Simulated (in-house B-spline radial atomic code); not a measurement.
**Xe⁶⁺: ionisation energy by several methods**

One table from this session's results is given with a row withheld; the runs are named, their logs left out.

Program: in-house B-spline radial atomic code version 1. Level of theory: non-relativistic, several functionals, spin-polarised; spherical all-electron atom at the radial basis limit. These are calculated values, not measurements, unless marked.

## The system

| Property | Result |
| --- | --- |
| element | xenon (Z = 54) |
| charge | +6 |
| electrons | 48 |
| configuration | [Kr] 4d10 5s2 |
| nucleus | point |

Outer shells as boxes (Hund's rule):

[Kr] 4d10 5s2
```
[Kr] core
4d [↑↓][↑↓][↑↓][↑↓][↑↓]
5s [↑↓]
```

Where spins are not typed, each open shell is filled with up spins first.

The first run:

Settings, as recorded:

```ini
Z = 54
electrons = 48.0
configuration = [Kr] 4d10 5s2
hamiltonian = nr
method = tpss,tpss
spin_polarised = True
```

Among the steps run: TPSS; HSE06; PBE0; exchange-only LDA; LC-ωPBE; BP86.

One of the session's tables, all rows but one given; the rest of the session is left out.

| method | ΔSCF (eV) |
| --- | --- |
| exchange-only LDA | ? |
| BP86 | 89.399 |
| TPSS | 88.807 |
| PBE0 | 88.874 |
| HSE06 | 88.928 |
| LC-ωPBE | 88.919 |

**Question.** Estimate the row for exchange-only LDA.

As computed: ΔSCF (eV): 88.177. In the column «ΔSCF (eV)» it is the lowest.

Limits of these values: These runs leave out relativity, which matters at this nuclear charge.
